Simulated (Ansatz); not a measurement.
A nudged elastic band was laid between two geometries of a periodic cell of 17 atoms, LiSi$_{16}$ (host Si, host structure diamond, interstitial Li).

Theory: DFT PBE-D3(BJ), scalar-relativistic, plane waves, PAW (Ansatz). Settings: PAW set soft_1, cutoff 420 eV, k mesh 2x2x2, gaussian smearing 0.05 eV, spin collinear.

```yaml
movable_images: 2
climbing_image: no
spring: 5.0 eV/Å²
optimiser: quadratic models (default)
start_path: default
force_threshold: 0.05 eV/Å
iteration_limit: 50
end_points: relaxed
```

First end point:

```xyz
17
Lattice="0.0000 5.4300 5.4300 5.4300 0.0000 5.4300 5.4300 5.4300 0.0000" Properties=species:S:1:pos:R:3
Si -0.010 0.011 -0.013
Si 1.360 1.339 1.356
Si 2.747 2.684 -0.031
Si 4.092 4.071 1.356
Si 2.729 0.011 2.726
Si 4.074 1.357 4.072
Si 5.420 2.702 2.726
Si 6.790 4.071 4.054
Si -0.027 2.685 2.743
Si 1.360 4.072 4.089
Si 2.747 5.459 2.743
Si 4.075 6.786 4.071
Si 2.729 2.702 5.417
Si 4.057 4.072 6.786
Si 5.403 5.458 5.400
Si 6.790 6.804 6.787
Li 6.790 4.071 6.786
```

Last end point:

Only the atoms that move by more than 0.05 Å are listed.
```
Si6 4.106 1.327 4.101
Si15 5.434 5.429 5.429
Li17 8.150 2.714 8.144
```

Q: What changes between the two ends?

A: Contacts lost: Si8–Li17, Si14–Li17, Si15–Li17, Si16–Li17. Contacts made: Si5–Li17, Si6–Li17, Si7–Li17, Si13–Li17. The atom that moves furthest is Li17, by 2.35 Å; four of its nearest neighbours are Si3 2.40, Si11 2.40, Si15 2.40, Si9 2.40 Å at the first end and Si6 2.40, Si4 2.40, Si2 2.40, Si10 2.40 Å at the last.

Q: Give the energies along the band, and the barrier.

A: The run converged. The highest image is number 1 of 0 to 3, 0.36 eV above the ends, which have the same energy within 2 meV. No image climbed, so the highest image needn't sit at the top of the path. Limits of this set-up: coarse k mesh, a small cell, in which the defect meets its images.

```json
{"image": "0", "path coordinate (Å)": "0.00", "energy (eV)": "0.00", "Si8–Li17 (Å)": "2.73", "Si14–Li17 (Å)": "2.73", "Si15–Li17 (Å)": "2.40"}
{"image": "1", "path coordinate (Å)": "0.81", "energy (eV)": "0.36", "Si8–Li17 (Å)": "3.22", "Si14–Li17 (Å)": "3.22", "Si15–Li17 (Å)": "2.98"}
{"image": "2", "path coordinate (Å)": "1.63", "energy (eV)": "0.36", "Si8–Li17 (Å)": "3.84", "Si14–Li17 (Å)": "3.85", "Si15–Li17 (Å)": "3.82"}
{"image": "3", "path coordinate (Å)": "2.44", "energy (eV)": "0.00", "Si8–Li17 (Å)": "4.50", "Si14–Li17 (Å)": "4.50", "Si15–Li17 (Å)": "4.70"}
```

Q: What is the geometry of the highest image?

A: 
```xyz
17
Lattice="0.0000 5.4300 5.4300 5.4300 0.0000 5.4300 5.4300 5.4300 0.0000" Properties=species:S:1:pos:R:3
Si -0.079 0.081 -0.083
Si 1.318 1.308 1.314
Si 2.776 2.656 -0.070
Si 4.124 4.114 1.314
Si 2.693 0.003 2.690
Si 4.005 1.427 4.001
Si 5.429 2.738 2.690
Si 6.816 4.046 4.063
Si -0.066 2.656 2.772
Si 1.318 4.114 4.120
Si 2.776 5.497 2.772
Si 4.163 6.698 4.160
Si 2.693 2.738 5.425
Si 4.066 4.046 6.812
Si 5.507 5.354 5.503
Si 6.816 6.795 6.812
Li 7.229 3.632 7.225
```

Time of the run: 42 s on 2 threads of Arm Neoverse V1, on a shared host, peak memory 1.1 GiB.
